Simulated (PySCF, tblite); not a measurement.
# C6H5BrCl radical: geometry, infrared bands and EPR parameters

What infrared bands and EPR parameters should C6H5BrCl radical (`C=C1C=C[C](Br)[C@H]1Cl`) show?

Programs: tblite 0.8.0 and PySCF 2.14.0, with density-fitted response routines of our own. Each step states its level of theory. These are calculated values for one molecule in the gas phase, unless marked as measured. Atoms are numbered from 0 throughout.

### 1 The starting structure

13 atoms, charge 0, multiplicity 2; geometry from: force field or distance geometry start.

Bonds of the start (Å): C0–C1 1.33, C1–C2 1.43, C2–C3 1.33, C3–C4 1.46, C4–Br5 1.91, C4–C6 1.47, C6–Cl7 1.80, C6–C1 1.48, C0–H8 1.08, C0–H9 1.06, C2–H10 1.08, C3–H11 1.07, C6–H12 1.11.

### 2 Geometry optimisation with GFN2-xTB

The job: settings as JSON, then the geometry in Å.

```
{"job": {"kind": "relax", "xc": "GFN2-xTB", "basis": "xTB"}, "charge": 0, "multiplicity": 2}
C     -0.113000    -0.260400     1.997000
C     -0.062700     0.025700     0.695200
C     -0.730000     1.092200     0.024700
C     -0.491200     0.983300    -1.274400
C      0.364000    -0.166300    -1.578400
Br    -0.306900    -1.377200    -2.895300
C      0.745500    -0.741900    -0.278500
Cl     2.503600    -0.435700    -0.066300
H     -0.703200     0.301500     2.708600
H      0.443800    -1.094700     2.350600
H     -1.342900     1.851300     0.487500
H     -0.892800     1.661100    -2.003900
H      0.581400    -1.838500    -0.184600
```

Started as:

```
OMP_NUM_THREADS=1 python probes_run.py task.json out
```

The driver reads the jobs from task.json and runs them one after another.

Output:

```text
step      E/eV     max force
  0    -651.04424    2.595
  1    -651.17796    1.355
  2    -651.24319    0.968
  3    -651.30701    0.659
  4    -651.36687    0.692
  5    -651.39672    0.555
  6    -651.42381    0.452
  7    -651.45137    0.479
  8    -651.48644    0.619
  9    -651.52069    0.645
 10    -651.55754    0.528
 11    -651.59459    0.565
 12    -651.63178    0.588
 13    -651.66353    0.427
 14    -651.68147    0.317
 15    -651.68969    0.230
 16    -651.69386    0.155
 17    -651.69647    0.165
 18    -651.69943    0.145
 19    -651.70294    0.129
 20    -651.70568    0.139
 21    -651.70760    0.115
 22    -651.71039    0.139
 23    -651.71380    0.149
 24    -651.71735    0.143
 25    -651.72029    0.123
 26    -651.72292    0.143
 27    -651.72599    0.152
 28    -651.72943    0.163
 29    -651.73217    0.123
 30    -651.73417    0.125
 31    -651.73637    0.149
 32    -651.73935    0.148
 33    -651.74256    0.145
 34    -651.74505    0.116
 35    -651.74677    0.128
 36    -651.74853    0.129
 37    -651.75062    0.165
 38    -651.75235    0.120
 39    -651.75337    0.078
 40    -651.75400    0.077
 41    -651.75455    0.065
 42    -651.75510    0.066
 43    -651.75550    0.068
 44    -651.75572    0.052
 45    -651.75588    0.046
 46    -651.75604    0.047
 47    -651.75621    0.026
 48    -651.75632    0.027
 49    -651.75640    0.023
 50    -651.75647    0.018
 51    -651.75652    0.016
 52    -651.75654    0.013
 53    -651.75656    0.010
 54    -651.75657    0.009
```

It took 0.8 s on 1 thread of AMD EPYC, shared host.

Step by step: (not every step is listed)

```tsv
step	energy from step 0 (eV)	largest force (eV/Å)
0	0.0000	2.5953
1	-0.1337	1.3547
2	-0.1990	0.9678
3	-0.2628	0.6588
4	-0.3226	0.6920
5	-0.3525	0.5546
6	-0.3796	0.4518
7	-0.4071	0.4792
8	-0.4422	0.6187
12	-0.5875	0.5880
16	-0.6496	0.1554
20	-0.6614	0.1385
24	-0.6731	0.1428
28	-0.6852	0.1625
32	-0.6951	0.1475
36	-0.7043	0.1287
40	-0.7098	0.0770
44	-0.7115	0.0520
48	-0.7121	0.0267
49	-0.7122	0.0233
50	-0.7122	0.0184
51	-0.7123	0.0160
52	-0.7123	0.0135
53	-0.7123	0.0102
54	-0.7123	0.0094
```

Distances of close pairs at the start and the end, largest changes first:

```tsv
bond	before (Å)	after (Å)	change (Å)
C3–C4	1.465	1.373	-0.091
C2–C3	1.325	1.393	+0.068
C4–Br5	1.911	1.863	-0.047
C1–C6	1.480	1.513	+0.033
C6–H12	1.113	1.092	-0.021
C4–C6	1.472	1.489	+0.017
C6–Cl7	1.797	1.809	+0.012
C0–H9	1.064	1.075	+0.012
```

The next job starts from the end point, and lists it.

### 3 Harmonic vibrations with GFN2-xTB

The job: settings as JSON, then the geometry in Å.

```
{"job": {"kind": "ir", "xc": "GFN2-xTB", "basis": "xTB"}, "charge": 0, "multiplicity": 2}
C      0.012725    -0.157824     2.089999
C     -0.090614     0.027568     0.762340
C     -0.790348     1.056386     0.072169
C     -0.663849     0.882448    -1.304319
C      0.097959    -0.231490    -1.559064
Br     0.549039    -0.917278    -3.231871
C      0.550650    -0.855486    -0.285723
Cl     2.353682    -0.798061    -0.147323
H     -0.462786     0.516108     2.779885
H      0.581303    -0.971815     2.502516
H     -1.331073     1.847989     0.554398
H     -1.100062     1.513258    -2.057726
H      0.288986    -1.911316    -0.193009
```

Output:

```text
mode    cm-1     km/mol
  1      63.5      0.18
  2     107.5      0.21
  3     174.3      0.27
  4     201.1      1.45
  5     280.0      0.88
  6     319.0      3.80
  7     392.0      1.24
  8     444.8      5.55
  9     547.8      2.59
 10     606.5      1.40
 11     658.7      0.25
 12     740.8      7.94
 13     763.9      7.70
 14     823.4      0.60
 15     842.0     25.48
 16     869.3      4.06
 17     918.1      1.25
 18     946.4      2.14
 19    1042.7      6.03
 20    1090.2      2.07
 21    1125.0      8.03
 22    1166.7      7.05
 23    1207.7     20.05
 24    1268.9      8.89
 25    1352.8     25.17
 26    1384.2      3.13
 27    1448.4      8.52
 28    1602.0      4.16
 29    2945.9      4.77
 30    3119.1      0.29
 31    3139.5      7.73
 32    3153.3      8.24
 33    3157.9     16.85
```

Wall time 0.88 s (1 thread of AMD EPYC, shared host).

The strongest bands and the atoms that carry them (share of the mass-weighted mode):

```tsv
cm⁻¹	km/mol	atoms
842	25.5	H9 38 %, H8 37 %, C0 23 %
1125	8.0	H12 86 %
1208	20.1	C4 25 %, C6 23 %, H11 21 %, H10 11 %
1269	8.9	C1 41 %, C2 25 %, C4 11 %
1353	25.2	C3 42 %, C2 32 %
1448	8.5	C4 35 %, C3 30 %, C2 16 %
3153	8.2	H9 45 %, H8 37 %
3158	16.9	H10 77 %
```

### 4 EPR parameters: B3LYP/def2-TZVP-core+pcH-1

The job, as its differences from that of step 3:

```diff
@@ -1,2 +1,2 @@
-{"job": {"kind": "ir", "xc": "GFN2-xTB", "basis": "xTB"}, "charge": 0, "multiplicity": 2}
+{"job": {"kind": "epr", "basis": "pcH-1"}, "charge": 0, "multiplicity": 2}
 C      0.012725    -0.157824     2.089999
```

Level: UKS B3LYP, def2-TZVP-core on Br, pcH-1 on C Cl H, non-relativistic, mean-field spin-orbit, GIAO.

Output:

```text
UKS, coarse grid
  cycle   1  E = -3265.91671358  |g| = 1.59e+00
  cycle   2  E = -3265.86373647  |g| = 7.06e-01
  cycle   3  E = -3265.84325813  |g| = 5.63e-01
  cycle   4  E = -3265.98109610  |g| = 1.90e-01
  cycle   5  E = -3265.99770984  |g| = 3.52e-02
  cycle   6  E = -3265.99838190  |g| = 1.81e-02
  cycle   7  E = -3265.99862717  |g| = 8.13e-03
  cycle   8  E = -3265.99869563  |g| = 4.39e-03
  cycle   9  E = -3265.99872339  |g| = 1.85e-03
  cycle  10  E = -3265.99872582  |g| = 5.26e-04
UKS, final grid
  cycle   1  E = -3265.99870610  |g| = 5.95e-04
  cycle   2  E = -3265.99870604  |g| = 8.13e-04
  cycle   3  E = -3265.99870634  |g| = 1.21e-04
  cycle   4  E = -3265.99870636  |g| = 1.04e-04
  cycle   5  E = -3265.99870638  |g| = 4.09e-05
  cycle   6  E = -3265.99870639  |g| = 2.86e-05
E = -3265.99870639 Eh   <S^2> = 0.7885 (exact 0.7500)
g shifts (ppm)      1          2          3
  rmc          -167       -167       -167
  gc             -7         28         39
  oz_so       -2984       9019      11477
  total       -3157       8880      11349
hyperfine (MHz)  atom isotope    a_iso     a_fc   dipolar eigenvalues
    0   13C      30.13      30.28    -28.57    -27.62     56.19
    1   13C     -34.41     -34.42    -22.42      9.20     13.21
    2   13C      47.96      48.22    -42.72    -41.76     84.48
    3   13C     -39.78     -39.83    -27.22     12.60     14.61
    4   13C      61.56      59.86    -44.85    -42.79     87.64
    5  79Br       4.59       9.35    -81.71    -40.19    121.90
    6   13C      -6.94      -6.92     -1.52      0.15      1.37
    7  35Cl      15.80      15.57     -6.62     -5.67     12.30
    8    1H     -22.53     -22.52    -11.56     -1.39     12.95
    9    1H     -23.71     -23.70    -13.41     -0.68     14.08
   10    1H     -35.23     -35.20    -19.70     -0.78     20.48
   11    1H      11.15      11.10     -3.86     -1.54      5.40
   12    1H      23.09      23.08     -2.62     -1.25      3.87
```

Run time: 5.7 min. Hardware: 1 thread of AMD EPYC, shared host; peak memory 1.4 GiB.

Principal g values 1.99916, 2.01120, 2.01367; g(iso) = 2.00801, against 2.00232 for a free electron.

Hyperfine couplings, nucleus by nucleus at this fixed geometry (no averaging over rotations):

```tsv
nuclei	isotope	a(iso) (MHz)	a(iso) (G, at g = 2.0023)	largest dipolar term (MHz)
C4	13C	61.6	22.0	87.6
C2	13C	48.0	17.1	84.5
C3	13C	-39.8	-14.2	-27.2
H10	1H	-35.2	-12.6	20.5
C1	13C	-34.4	-12.3	-22.4
C0	13C	30.1	10.8	56.2
H9	1H	-23.7	-8.5	14.1
H12	1H	23.1	8.2	3.9
H8	1H	-22.5	-8.0	13.0
Cl7	35Cl	15.8	5.6	12.3
H11	1H	11.1	4.0	5.4
C6	13C	-6.9	-2.5	-1.5
Br5	79Br	4.6	1.6	121.9
```

Mulliken spin populations:

C0 0.38; C1 -0.19; C2 0.54; C3 -0.23; C4 0.50; Br5 0.04; C6 -0.02; Cl7 0.03; H8 -0.02; H9 -0.02; H10 -0.02; H11 0.01; H12 0.01

In first order the couplings over 0.8 MHz of 1H, 35Cl, 79Br give 512 distinct lines over 63.1 G.

Orbitals, density, ELF and potential are computed afterwards from the orbital file.

ELF in a plane through or near 11 of the atoms.

Ten even steps from ' ' (0.00) to '@' (1.00):
```
                                                        
                                                        
                                                        
                ..        ==%%@@%%--                    
            ..##@@##..    ##@@@@@@##                    
            **@@@@@@##..::%%@@@@@@**                    
            ++@@@@@@%%++**++##@@##..  ..##%%==          
              ==%%%%--::@@::==++--  ..@@@@@@@@--        
      ..::..    ::**::--**++##@@++--==@@@@@@@@==        
    ::**####++::--******  ::++----%%::--@@%%++..        
    ==##%%%%##****..%%++++**%%::--%%==::**--..          
    --####::++::##**++@@--==**%%----##@@@@%%--          
    ::++**==++--++====**::----==  ..%%@@@@@@**          
      --****==####::  ..==++==..    --@@@@@@==          
      ..++##%%%%**..    ........      ::**==            
        ::++****::    ....::::....                      
          ..::::        ..::::..                        
                                                        
                                                        
                                                        
```
The map spans 11.6 Å across and 9.8 Å up, centred on the molecule. Atoms in the plane (x, y in Å): C0 (2.1, -0.1), C1 (0.8, 0.1), C2 (0.0, 1.3), C3 (-1.3, 1.1), C4 (-1.6, -0.3), Br5 (-3.2, -1.1), C6 (-0.3, -1.0), H8 (2.8, 0.7), H9 (2.5, -1.1), H10 (0.5, 2.3), H11 (-2.1, 1.8).

log10 of the density (e/Å³) in the same plane.

Ten even steps from ' ' (-4.0) to '@' (2.4):
```
                                                        
                                                        
                      ......::::....                    
            ..::::::::::::--------::..                  
          ..::------------====++==--::..                
          ::--==++++++==++++****++==--::::::..          
        ..::--==******++********++==--------::..        
    ....::::--==++**##****####**++====++++==--::..      
  ..::::------==++**##************++++****++==--..      
..::----====++++++******++++**%%##********++==--..      
..::--==++++**++****%%**************####**++--::..      
..::--++**##%%##**********##****++++******++--::..      
..::--++**##@@##**++++****##**++====++****==--::..      
..::--==++******++====++++++++++==--======--::..        
  ..::--==++++++====--====++++==----------::....        
    ..::----====--------======----::::......            
    ....::::--::::::::----------::::..                  
        ..............::::::::::....                    
                      ..........                        
                                                        
```
The map spans 11.6 Å across and 9.8 Å up, centred on the molecule. Atoms in the plane (x, y in Å): C0 (2.1, -0.1), C1 (0.8, 0.1), C2 (0.0, 1.3), C3 (-1.3, 1.1), C4 (-1.6, -0.3), Br5 (-3.2, -1.1), C6 (-0.3, -1.0), H8 (2.8, 0.7), H9 (2.5, -1.1), H10 (0.5, 2.3), H11 (-2.1, 1.8).

On the surface of density 0.002 e/bohr³ the electrostatic potential runs, from the 1st to the 99th percentile, from -0.79 V near Cl7 to 1.19 V near H11.

The spin density lies nearest to C2, C4 about 25 % each; C0 16 %; C1, C3 about 7 % each (beta excess); Br5 6 %.

### 5 Outcome

| quantity | value |
| --- | --- |
| strongest single infrared mode (GFN2-xTB) | 842 cm⁻¹, 25 km/mol |
| zero-point energy (GFN2-xTB) | 54.2 kcal/mol |
| g(iso) (B3LYP) | 2.00801 |
| ⟨S²⟩ | 0.789 (exact 0.75) |
| largest a(iso) | 13C on C4, 61.6 MHz |
| surface potential, 1st and 99th percentile | -0.79 V and 1.19 V |

**Reading.** Over 54 steps the energy fell by 0.712 eV; of the close pairs, C3–C4 changed most, 1.465 to 1.373 Å. No mode is imaginary among the 33: a minimum at this level. The strongest single mode, at 842 cm⁻¹, moves mainly H9 and H8. Unscaled tight-binding wavenumbers are off by several per cent, some by more. Its intensities can rank the bands wrongly. The largest spin populations lie on C2 (0.54 e), C4 (0.50 e). The isotropic g lies 5.7 ppt above the free-electron value. The hyperfine terms hold no scalar relativity, which the heavier nuclei need.
